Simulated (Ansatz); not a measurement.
# Cd: the cost of one run

Method: DFT r2SCAN, scalar-relativistic, plane waves, PAW, in Ansatz 0.2.0.

This is Cd in the bcc structure; at room conditions it is hcp.

### Step 1. The structure to begin with

It takes space group Im-3m (No. 229, cubic). Conventional cell: a = 3.569 Å, b = 3.569 Å, c = 3.569 Å, α = 90.00°, β = 90.00°, γ = 90.00°. Cd (site symmetry m-3m) is surrounded by 8 Cd at 3.09 Å.

Structure file:

```xyz
1
Lattice="-1.7843 1.7843 1.7843 1.7843 -1.7843 1.7843 1.7843 1.7843 -1.7843" Properties=species:S:1:pos:R:3 pbc="T T T"
Cd    0.0000    0.0000    0.0000
```

It goes back to an entry of the Materials Project, which need not be the stable form.

The cell is taken as given, not relaxed at this level.

### Step 2. The undisturbed cell

Input file input.yaml:

```yaml
crystal:
  lattice:
    - [-1.784322, 1.784322, 1.784322]
    - [1.784322, -1.784322, 1.784322]
    - [1.784322, 1.784322, -1.784322]
  atoms:
    - { symbol: Cd, position: [0.0, 0.0, 0.0] }
basis:
  ecutwfc: 500
kpoints:
  mp_grid: { grid: [18, 18, 18] }
hamiltonian:
  xc: r2scan
scf:
  occupations: { method: gaussian, width: 0.15 }
output:
  forces: true
  stress: true
  eigenvalues: true
```

Q: Estimate wall time and peak memory on 1 thread of an x86-64 CPU, shared host.

About 3.6 s, with a peak of 0.46 GiB.
